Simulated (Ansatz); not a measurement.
The system is NaBe2Se2.

```
Na Be Se
1.0
     3.67228    0.00000    0.00000
    -1.83614    3.18028    0.00000
     0.00000    0.00000    8.01116
Na Be Se
1 2 2
Direct
  0.00000 0.00000 0.50000
  0.33333 0.66667 0.14639
  0.33333 0.66667 0.85361
  0.66667 0.33333 0.22852
  0.66667 0.33333 0.77148
```

The cell was built by a generator and needn't be a form met in nature.

| Property | Result |
| --- | --- |
| Program | Ansatz 0.2.0 |
| Task | relaxation of cell and atoms |
| Functional | PBEsol |
| Potentials or basis | Ansatz PAW |
| Cutoff | 420 eV (not typed: the program's choice for these potentials) |
| k mesh | 6 × 6 × 3 |
| Occupations | fermi-dirac, width 0.05 eV |
| Spin | no spin polarisation |

At the start: volume 18.71 Å³/atom.

How do energy, volume and symmetry change on relaxing?

It ends after 6 steps and the volume is 18.15 Å³/atom (-3.0 %); space group P-6m2 (No. 187, to 0.05 Å).

Step by step:
| step | energy change (eV) | largest force (eV/Å) | volume (Å³) |
| --- | --- | --- | --- |
| 1 | 0.0000 | 0.0847 | 93.56 |
| 2 | -0.0133 | 0.0940 | 91.28 |
| 3 | -0.0147 | 0.0422 | 90.62 |
| 4 | -0.0149 | 0.0251 | 90.83 |
| 5 | -0.0151 | 0.0008 | 90.75 |
| 6 | -0.0149 | 0.0008 | 90.75 |

Final structure:
```
Na Be Se
1.0
     3.64051    0.00000    0.00000
    -1.82025    3.15277    0.00000
     0.00000    0.00000    7.90691
Na Be Se
1 2 2
Direct
  0.00000 0.00000 0.50000
  0.33333 0.66667 0.14726
  0.33333 0.66667 0.85274
  0.66667 0.33333 0.22795
  0.66667 0.33333 0.77205
```

Caveat: the plane-wave basis is chosen anew once the cell has moved, so the energies of steps on either side of that aren't comparable; the PAW data sets come from PBE, with cores solved anew for the run's functional, which leaves a small shift of forces and pressure.
